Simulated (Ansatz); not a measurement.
# SnCl (P6_3mc) in Ansatz: convergence with k mesh

Aim: find how far k mesh must go before the results for SnCl settle, at PBE. This setting moves, with any that are tied to it; all else stays.

Everything below comes from runs of Ansatz 0.2.0. Logs are shortened: lines on timing, memory, paths and dates and some standing lists are left out, and cuts for length are marked.

## Step 1: Starting point

It takes space group P6_3mc (No. 186, hexagonal). Conventional cell: a = 3.498 Å, b = 3.498 Å, c = 10.062 Å, α = 90.00°, β = 90.00°, γ = 120.00°. Around Sn (site symmetry 3m) lie 1 Cl at 2.68 Å. Cl (site symmetry 3m) has 1 Sn at 2.68 Å as nearest neighbours.

The cell comes from a database or a generator and needn't be the stable form of this composition.

## Step 2: With k mesh 3 × 3 × 1

input.yaml reads:

```yaml
crystal:
  lattice:
    - [3.4975457026, 0.0, 0.0]
    - [-1.7487728513, 3.0289634293, 0.0]
    - [0.0, 0.0, 10.062209]
  atoms:
    - { symbol: Sn, position: [0.6666666667, 0.3333333333, 0.82051] }
    - { symbol: Sn, position: [0.3333333333, 0.6666666667, 0.32051] }
    - { symbol: Cl, position: [0.6666666667, 0.3333333333, 0.554491] }
    - { symbol: Cl, position: [0.3333333333, 0.6666666667, 0.054491] }
hamiltonian:
  xc: pbe
  pseudopotentials: { kind: nc, source: spms }
kpoints:
  mp_grid: { grid: [3, 3, 1] }
scf:
  occupations: { method: cold, width: 0.05 }
output:
  forces: true
  stress: true
  eigenvalues: true
```

Potentials or basis: SPMS NC.

The run is started by

```sh
> ansatz run input.yaml --threads 2 --pin off --max-ram 5632MiB --backend cpu --events-out ev --progress --plain --runs-dir out
```

Wall time 0.75 s (2 threads of Arm Neoverse V1, shared host); peak memory 0.28 GiB.

What came out:

```
Free energy            : -4732.3769 eV
Pressure               : 1.4 GPa
Largest force          : 0.006 eV/Å
Band gap on the k mesh : none (metal or under the smearing width)
```

## Step 3: With k mesh 4 × 4 × 2

Changes to input.yaml since step 2:

```diff
@@ -14,3 +14,3 @@
 kpoints:
-  mp_grid: { grid: [3, 3, 1] }
+  mp_grid: { grid: [4, 4, 2] }
 scf:
```

Potentials or basis: SPMS NC.

The run is started by

```sh
> ansatz run input.yaml --threads 2 --pin off --max-ram 5632MiB --backend cpu --events-out ev --progress --plain --runs-dir out
```

Wall time 1.4 s (2 threads of Arm Neoverse V1, shared host); peak memory 0.29 GiB.

Results:

* Free energy: -4733.4964 eV
* Pressure: 0.5 GPa
* Largest force: 0.066 eV/Å
* Band gap on the k mesh: none (metal or under the smearing width)

## Step 4: With k mesh 5 × 5 × 2

Changes to input.yaml since step 3:

```diff
@@ -14,3 +14,3 @@
 kpoints:
-  mp_grid: { grid: [4, 4, 2] }
+  mp_grid: { grid: [5, 5, 2] }
 scf:
```

The run is started by

```sh
> ansatz run input.yaml --threads 2 --pin off --max-ram 5632MiB --backend cpu --events-out ev --progress --plain --runs-dir out
```

Wall time 1.9 s (2 threads of Arm Neoverse V1, shared host); peak memory 0.29 GiB.

Results:

```yaml
Free_energy: -4733.7148 eV
Pressure: -0.3 GPa
Largest_force: 0.100 eV/Å
Band_gap_on_the_k_mesh: none (metal or under the smearing width)
```

## Step 5: With k mesh 6 × 6 × 2

Changes to input.yaml since step 4:

```diff
@@ -14,3 +14,3 @@
 kpoints:
-  mp_grid: { grid: [5, 5, 2] }
+  mp_grid: { grid: [6, 6, 2] }
 scf:
```

The run is started by

```sh
> ansatz run input.yaml --threads 2 --pin off --max-ram 5632MiB --backend cpu --events-out ev --progress --plain --runs-dir out
```

Run time: 2.5 s. Hardware: 2 threads of Arm Neoverse V1, shared host; peak memory 0.3 GiB.

What came out:

```
Free energy            : -4733.6089 eV
Pressure               : -0.1 GPa
Largest force          : 0.086 eV/Å
Band gap on the k mesh : none (metal or under the smearing width)
```

## Step 6: With k mesh 8 × 8 × 3

Changes to input.yaml since step 5:

```diff
@@ -14,3 +14,3 @@
 kpoints:
-  mp_grid: { grid: [6, 6, 2] }
+  mp_grid: { grid: [8, 8, 3] }
 scf:
```

Potentials or basis: SPMS NC.

The run is started by

```sh
> ansatz run input.yaml --threads 2 --pin off --max-ram 5632MiB --backend cpu --events-out ev --progress --plain --runs-dir out
```

It took 3.8 s on 2 threads of Arm Neoverse V1, shared host; peak memory 0.31 GiB.

It converged, with:

```
Free energy            : -4733.6291 eV
Pressure               : -0.1 GPa
Largest force          : 0.075 eV/Å
Band gap on the k mesh : none (metal or under the smearing width)
```

## Step 7: With k mesh 10 × 10 × 3

Changes to input.yaml since step 6:

```diff
@@ -14,3 +14,3 @@
 kpoints:
-  mp_grid: { grid: [8, 8, 3] }
+  mp_grid: { grid: [10, 10, 3] }
 scf:
```

The run is started by

```sh
> ansatz run input.yaml --threads 2 --pin off --max-ram 5632MiB --backend cpu --events-out ev --progress --plain --runs-dir out
```

Run time: 5.1 s. Hardware: 2 threads of Arm Neoverse V1, shared host; peak memory 0.33 GiB.

Results (log left out):

```yaml
Free_energy: -4733.6213 eV
Pressure: -0.1 GPa
Largest_force: 0.071 eV/Å
Band_gap_on_the_k_mesh: none (metal or under the smearing width)
```

## Step 8: With k mesh 12 × 12 × 4

Changes to input.yaml since step 7:

```diff
@@ -14,3 +14,3 @@
 kpoints:
-  mp_grid: { grid: [10, 10, 3] }
+  mp_grid: { grid: [12, 12, 4] }
 scf:
```

The run is started by

```sh
> ansatz run input.yaml --threads 2 --pin off --max-ram 5632MiB --backend cpu --events-out ev --progress --plain --runs-dir out
```

Run time: 9.8 s. Hardware: 2 threads of Arm Neoverse V1, shared host; peak memory 0.38 GiB.

Results (log left out):

* Free energy: -4733.6180 eV
* Pressure: -0.1 GPa
* Largest force: 0.073 eV/Å
* Band gap on the k mesh: none (metal or under the smearing width)

## Step 9: With k mesh 14 × 14 × 5

Changes to input.yaml since step 8:

```diff
@@ -14,3 +14,3 @@
 kpoints:
-  mp_grid: { grid: [12, 12, 4] }
+  mp_grid: { grid: [14, 14, 5] }
 scf:
```

Potentials or basis: SPMS NC.

The run is started by

```sh
> ansatz run input.yaml --threads 2 --pin off --max-ram 5632MiB --backend cpu --events-out ev --progress --plain --runs-dir out
```

The log of the run:

```text
Warning: RAYON_NUM_THREADS=2 ignored (pool sized by the plan → 2); use --threads N
Engine: ansatz 0.2.0, aarch64-unknown-linux-gnu
Pseudopotentials: kind: nc
Pseudopotential: Sn, nc, valence charge 14, recommended cutoff 489.804952427784 eV (normal), Sn.nc.azcp
Pseudopotential: Cl, nc, valence charge 7, recommended cutoff 544.22772491976 eV (normal), Cl.nc.azcp
Functional definition: PBE
  parameter kappa = 0.804
  parameter beta = 0.06672455060314922
  exchange = pbe_x(kappa = kappa, mu = beta*pi^2/3)
  correlation = pbe_c(beta = beta)
Crystal: 4 atoms, lattice volume = 106.598 Å³
Basis set: ecut = 544.22772491976 eV, 3087 PW (Γ), exchange–correlation on 54×54×160 points (8 copies of the dense FFT grid, shifted against one another)
Bands: 26, of which v1, the nominal top of the filled ones, is band 21 counted from 1 (20 counted from 0)
Symmetry: 12 space group operations
Space group: P63mc (ITA 186), of the structure as read, at distance tolerance 4.7e-5 Å
k-points: 72 of 980 (time reversal used)
Non-local potential: Sn, projectors of the file, l = 0: 2, l = 1: 2, l = 2: 2
Non-local potential: Cl, projectors of the file, l = 0: 2, l = 1: 2, l = 2: 2
Initial density: superposition of atomic densities (chi_scale 0.1, normalization cell, long waves kept (reshape's long-wave potential 0.09 eV rms))
Initial wavefunctions: pseudopotential atomic-orbital guess
Functional: x = pbe(κ = 0.804, μ = 0.2195149727645171), c = pbe(β = 0.06672455060314922)
SCF iter   1: F=—  HF=-4734.698629 eV  |F-HF|=—  |Δ(HF+E_count)|=         —  Δρ=3.89e-2  dr2=3.99e0  ethr=3.10e-3  ⟨swp⟩=6.8  Hψ=8641  notcnv=0
preconditioner: auto → Kerker (q_TF=auto, 2.336 Å⁻¹)  [metal: Δε(μ)=0.015 eV  Ē_g=16.523 eV  σ=0.050 eV  W_gap=0.21  n_scr=24 (ndim 8)  ℏωp=23.3 eV  f_vac=0.000  D(μ)=1.18/eV (n_scr^D=4)]
SCF iter   2: F=—  HF=-4733.914120 eV  |F-HF|=—  |Δ(HF+E_count)|=   7.85e-1  S|Δr|=    0.00e0  Δρ=1.61e-2  dr2=8.83e-1  ethr=3.10e-3  ⟨swp⟩=2.2  Hψ=3099  notcnv=0  defer=53
SCF iter   3: F=—  HF=-4733.675089 eV  |F-HF|=—  |Δ(HF+E_count)|=   2.39e-1  S|Δr|=    0.00e0  Δρ=6.01e-3  dr2=1.56e-1  ethr=2.10e-3  ⟨swp⟩=2.7  Hψ=2897  notcnv=0  defer=54
SCF iter   4: F=—  HF=-4733.620211 eV  |F-HF|=—  |Δ(HF+E_count)|=   5.49e-2  S|Δr|=    0.00e0  Δρ=2.15e-3  dr2=9.13e-3  ethr=3.70e-4  ⟨swp⟩=3.4  Hψ=3583  notcnv=0  defer=52
SCF iter   5: F=—  HF=-4733.620109 eV  |F-HF|=—  |Δ(HF+E_count)|=   1.02e-4  S|Δr|=    0.00e0  Δρ=6.13e-4  dr2=5.55e-4  ethr=2.17e-5  ⟨swp⟩=2.2  Hψ=2937  notcnv=0  defer=51
SCF iter   6: F=—  HF=-4733.620516 eV  |F-HF|=—  |Δ(HF+E_count)|=   4.07e-4  S|Δr|=    0.00e0  Δρ=1.22e-4  dr2=2.02e-5  ethr=1.32e-6  ⟨swp⟩=2.0  Hψ=2614  notcnv=0  defer=51
SCF iter   7: F=—  HF=-4733.620568 eV  |F-HF|=—  |Δ(HF+E_count)|=   5.19e-5  S|Δr|=    0.00e0  Δρ=3.02e-5  dr2=7.70e-7  ethr=4.80e-8  ⟨swp⟩=3.4  Hψ=4237  notcnv=0  defer=51
SCF iter   8: F=-4733.620569 eV  HF=-4733.620569 eV  |F-HF|=4.63e-8  |Δ(HF+E_count)|=   6.72e-7  S|Δr|=    0.00e0  Δρ=5.70e-6  dr2=2.66e-8  ethr=2.38e-10  ⟨swp⟩=13.1  Hψ=13018  notcnv=0
SCF 1 converged in 8 iterations: F = -4733.620569 eV  dr2 = 2.66e-8
SCF converged after 8 iterations
Stability not checked: this state was not tested for a lower state beside it, because cold or Methfessel-Paxton smearing, or corrected tetrahedra, fill the levels in a way that the test cannot read (fill_not_monotonic; see scf.lower_state_search)
Free energy (F): -4733.620569 eV
Harris-Foulkes:  -4733.620569 eV  (|F-HF|=4.63e-8)
Internal energy: -4733.620722 eV  (E = F + TS)
E sigma→0 (E₀):  -4733.620620 eV
Entropy (-TS):   0.000153 eV (0.038 meV/atom)
Fermi energy:    7.597843 eV
--- Per-component energies (eV) ---
  E_band       = -236.031082
  E_kinetic    = 2117.936189
  E_local      = -2747.355454  (includes V_loc(G=0)·N_el)
  E_nonlocal   = -622.981167
  E_hartree    = 915.908855
  E_xc         = -1209.485261
  E_vxc        = -815.448072  (∫ρ·V_xc dr)
  E_ewald      = -3187.643884
  E_smearing   = 0.000153  (= −TS)
  E_closure    = 0.000000  (closes the sum)
  Σ components = -4733.620569   (vs F -4733.620569, Δ=0.00e0)
--- Forces (eV/Å), atoms counted from 1 ---
  atom   1  Sn     0.00000000    -0.00000000    -0.07645895
  atom   2  Sn     0.00000000     0.00000000    -0.07645895
  atom   3  Cl    -0.00000000     0.00000000     0.07651555
  atom   4  Cl     0.00000000    -0.00000000     0.07651555
  max |Σ_I F_I| component: 1.13e-4 eV/Å
--- Stress (GPa, compression-positive) ---
       -0.023684       0.000000       0.000000
        0.000000      -0.023684       0.000000
        0.000000       0.000000      -0.349457
  P = ⅓ Tr σ = -0.1323 GPa (-1.323 kbar)
--- Band table (eV; the first three rows and the last of 72) ---
  k-point 0: bands = ["-13.9711", "-13.9636", "-13.9547", "-13.9547", "-13.9547", "-13.9547", "-13.8916", "-13.8916", "-13.8912", "-13.8912", "-7.7258", "-7.6182", "-1.6337", "-0.2154", "2.3633", "5.8443", "5.9871", "5.9871", "6.0499", "6.0499", "8.4584", "11.7452", "13.6072", "13.6072", "14.0785", "14.0785"]
  k-point 1: bands = ["-13.9704", "-13.9643", "-13.9547", "-13.9547", "-13.9547", "-13.9547", "-13.8916", "-13.8916", "-13.8913", "-13.8913", "-7.7161", "-7.6290", "-1.5392", "-0.4326", "2.6974", "5.3625", "5.9930", "5.9930", "6.0437", "6.0437", "8.9428", "11.4777", "13.6477", "13.6477", "14.0279", "14.0279"]
  k-point 2: bands = ["-13.9685", "-13.9662", "-13.9547", "-13.9547", "-13.9547", "-13.9547", "-13.8915", "-13.8915", "-13.8914", "-13.8914", "-7.6900", "-7.6568", "-1.2686", "-0.8652", "3.4759", "4.4301", "6.0085", "6.0085", "6.0279", "6.0279", "9.8718", "10.7884", "13.7575", "13.7575", "13.9021", "13.9021"]
  k-point 71: bands = ["-13.9282", "-13.9282", "-13.9231", "-13.9227", "-13.9198", "-13.9194", "-13.9011", "-13.9004", "-13.8971", "-13.8970", "-7.0076", "-7.0059", "1.6965", "1.7602", "3.5532", "3.6119", "3.9340", "4.0029", "4.9333", "5.0182", "6.8669", "7.1923", "7.9732", "8.0611", "11.5712", "11.6821"]
```

Run time: 13 s. Hardware: 2 threads of Arm Neoverse V1, shared host; peak memory 0.4 GiB.

Results:

```yaml
Free_energy: -4733.6206 eV
Pressure: -0.1 GPa
Largest_force: 0.077 eV/Å
Band_gap_on_the_k_mesh: none (metal or under the smearing width)
```

## Step 10: The series at a glance

| k mesh | energy less the tightest run, at zero smearing (meV/atom) | pressure (GPa) | largest force (eV/Å) | SCF cycles | CPU time (s) | peak memory (GiB) |
| --- | --- | --- | --- | --- | --- | --- |
| 3 × 3 × 1 | 311.94 | 1.44 | 0.006 | 9 | 1.4 | 0.28 |
| 4 × 4 × 2 | 31.43 | 0.53 | 0.066 | 8 | 2.6 | 0.29 |
| 5 × 5 × 2 | -23.37 | -0.29 | 0.100 | 8 | 3.6 | 0.29 |
| 6 × 6 × 2 | 3.09 | -0.14 | 0.086 | 9 | 4.9 | 0.3 |
| 8 × 8 × 3 | -2.04 | -0.06 | 0.075 | 8 | 7.4 | 0.31 |
| 10 × 10 × 3 | -0.20 | -0.11 | 0.071 | 8 | 10 | 0.33 |
| 12 × 12 × 4 | 0.70 | -0.11 | 0.073 | 8 | 19 | 0.38 |
| 14 × 14 × 5 | 0.00 | -0.13 | 0.077 | 8 | 25 | 0.4 |

Against the tightest run, the energy stays within 1 meV/atom from 10 × 10 × 3 on; the pressure stays within 0.1 GPa from 6 × 6 × 2 on; the largest force stays within 0.005 eV/Å from 12 × 12 × 4 on. Meshes of other sizes hit other points, so gaps and Fermi surfaces needn't settle smoothly. The tightest run that finished is the yardstick and may itself not be fully converged.
